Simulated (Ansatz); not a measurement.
# Ir (sc type): how the settings move a single-point run

How sensitive is a single-point run of Ir (sc type) to its settings? A reference run comes first, then one run with altered input.

Computed with Ansatz 0.2.0 (reference: DFT, LDA, PAW with Ansatz's default frozen-core files, scalar-relativistic, unless a step's input says otherwise).

1 further run of the same task is left out (it didn't finish). Runs told in other sessions of the task aren't counted.

## (1) The starting structure

The structure is cubic, space group Pm-3m (No. 221). The conventional cell has a = 2.306 Å, b = 2.306 Å, c = 2.306 Å, α = 90.00°, β = 90.00°, γ = 90.00°. Around Ir (site symmetry m-3m) lie 6 Ir at 2.31 Å.

Coordinates:

```cif
data_structure
_symmetry_space_group_name_H-M 'Pm-3m'
_symmetry_Int_Tables_number 221
_cell_length_a 2.3059
_cell_length_b 2.3059
_cell_length_c 2.3059
_cell_angle_alpha 90.000
_cell_angle_beta 90.000
_cell_angle_gamma 90.000
_cell_volume 12.26
loop_
_atom_site_label
_atom_site_type_symbol
_atom_site_symmetry_multiplicity
_atom_site_Wyckoff_symbol
_atom_site_fract_x
_atom_site_fract_y
_atom_site_fract_z
_atom_site_occupancy
Ir1 Ir 1 a 0.00000 0.00000 0.00000 1
```

## (2) Baseline

input.yaml

```yaml
crystal:
  lattice:
    - [2.3059163239, 0.0, 0.0]
    - [0.0, 2.3059163239, 0.0]
    - [0.0, 0.0, 2.3059163239]
  atoms:
    - { symbol: Ir, position: [0.0, 0.0, 0.0] }
kpoints:
  mp_grid: { grid: [15, 15, 15] }
scf:
  occupations: { method: fermi_dirac, width: 0.1 }
hamiltonian:
  xc: lda
  pseudopotentials: { kind: paw }
output:
  forces: true
  stress: true
  eigenvalues: true
  populations: true
```

Launch:

```sh
$ ansatz run input.yaml --threads 1 --pin off --max-ram 2048MiB --backend cpu --events-out ev --progress --plain --runs-dir out
```

## (3) Variant: preconditioner kerker, xc r2scan

input.yaml, as its differences from that of step 2:

```diff
@@ -11,4 +11,5 @@
   occupations: { method: fermi_dirac, width: 0.1 }
+  mixing: { preconditioner: kerker }
 hamiltonian:
-  xc: lda
+  xc: r2scan
   pseudopotentials: { kind: paw }
```

**Question.** What will these runs give? Wanted: for each run, ending; energy change; pressure; gap; force.

As calculated:

| run | ending | energy change | pressure (GPa) | gap (eV) | force (eV/Å) | cycles | time |
| --- | --- | --- | --- | --- | --- | --- | --- |
| reference | converged | - | 154.0 | 0.00 | 0.00 | 6 | 1.4 s |
| 1: preconditioner kerker, xc r2scan | converged | not comparable | 169.2 | 0.00 | 0.00 | 8 | 3.5 s |

Residual by cycle in the longest SCF loop of each run; runs are numbered as in the table. The quantity is the density residual dr2, in eV.

| cycle | reference | run 1 |
| --- | --- | --- |
| 1 | 0.00565 | 0.0201 |
| 2 | 0.00191 | 0.0101 |
| 3 | 1.2e-5 | 7.1e-4 |
| 4 | 3.1e-6 | 4.4e-5 |
| 5 | 4.7e-7 | 1.1e-5 |
| 6 | 1.7e-8 | 1.8e-6 |
| 7 | - | 1.3e-7 |
| 8 | - | 5.0e-10 |

Total energies don't compare across a change of functional; the pressure goes from 154.0 to 169.2 GPa. At this fixed cell a higher pressure means that this functional prefers a larger volume than the reference. Cost: 8 SCF cycles against 6, 3.5 s against 1.4 s. The structure is not at rest: the sound run finds 154 GPa, so these are no properties of the relaxed crystal. 
